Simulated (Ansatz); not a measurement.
# GeAsH₃ (quintet): from Hartree-Fock to the top rungs, cc-pVDZ

The task here is to estimate one member of a computed series from the others.

Method: cc-pVDZ, core rule «outside noble gas», up to 28 orbitals frozen; program: Ansatz 0.2.0, Gaussian basis.

The runs, in order: UHF; CCSD(T) on ROHF; CCSD(T) on UHF; BCCD(T) on ROHF; CISD as a restricted active space (open shells left free, so some higher excitations enter); CCSDT(Q) on ROHF; CCSDT(Q) on UHF; CASSCF and MRCISD+Q, 12 electrons in 11 orbitals; CASSCF and NEVPT2, 12 electrons in 11 orbitals.

22 further runs of the same task are left out: 9 that didn't finish, 13 set aside as unsound or not needed. Runs told in other sessions of the task aren't counted.

### The system

The geometry is a PBE0/def2-TZVP stationary point (not a proven minimum) of the parent state, kept for this charge and spin. No spin-orbit coupling is included. The filled d shell of Ge, As may be among the frozen orbitals whatever the setting's name suggests.

5 atoms, charge 0, spin multiplicity 5.

Atoms are counted from 1 here; the program's logs count them from 0.

Bond lengths: Ge1–As2 2.423 Å, Ge1–H3 1.552 Å, Ge1–H4 1.552 Å, As2–H5 1.526 Å. Angles: As2–Ge1–H3 109.8°, As2–Ge1–H4 109.8°, H3–Ge1–H4 106.6°, Ge1–As2–H5 93.8°.

Set-up of the first run:

in.yaml

```yaml
crystal:
  periodic: [false, false, false]
  atoms:
    - {symbol: Ge, position_ang: [0.000000, -0.056595, 1.214134]}
    - {symbol: As, position_ang: [0.000000, 0.056163, -1.206338]}
    - {symbol: H, position_ang: [-1.244560, 0.682142, 1.773873]}
    - {symbol: H, position_ang: [1.244554, 0.682153, 1.773873]}
    - {symbol: H, position_ang: [0.000006, -1.460284, -1.378912]}
basis:
  gaussian: {orbitals: cc-pVDZ}
magnetization: {spin_polarized: true, initial_magnetization: 4}
hamiltonian: {xc: hf}
output: {orbitals: {seedname: orbitals}}
```

Command:

```console
> ansatz run in.yaml --threads 1 --pin off --events-out ev --progress --plain --max-ram 2393MiB
```

Among the steps run: UHF; CCSD(T) on ROHF; CCSD(T) on UHF; BCCD(T) on ROHF; CISD as a restricted active space (open shells left free, so some higher excitations enter); CCSDT(Q) on ROHF; CCSDT(Q) on UHF; CASSCF and MRCISD+Q, 12 electrons in 11 orbitals; CASSCF and NEVPT2, 12 electrons in 11 orbitals.

One table of the session follows, with a row left open; its other results are not shown here.

| method | from UCCSDT(Q) (meV) |
| --- | --- |
| ROHF | +5774.8 |
| UHF | +5607.5 |
| RMP2 | +1277.6 |
| UMP2 | +1254.7 |
| CISD | +628.4 |
| RCCSD | +203.8 |
| UCCSD | +181.3 |
| RCCSD(T) | +60.1 |
| UCCSD(T) | +40.4 |
| BCCD(T) | +58.9 |
| RCCSDT | +26.3 |
| UCCSDT | +6.6 |
| RCCSDT(Q) | +19.7 |
| UCCSDT(Q) | 0 |
| CASSCF valence | +4242.3 |
| NEVPT2 valence | +1099.7 |
| MRCISD valence | +374.2 |
| MRCISD+Q valence | ? |

Q: Estimate the row for MRCISD+Q valence from the others.

As computed: from UCCSDT(Q) (meV): +52.9. In the column «from UCCSDT(Q) (meV)» it lies between UCCSD(T) (+40.4) and BCCD(T) (+58.9).

To keep in mind: Restricted and unrestricted rows rest on different reference determinants; a gap between their highest levels can come from leftover correlation error, from unlike frozen cores or from another state.
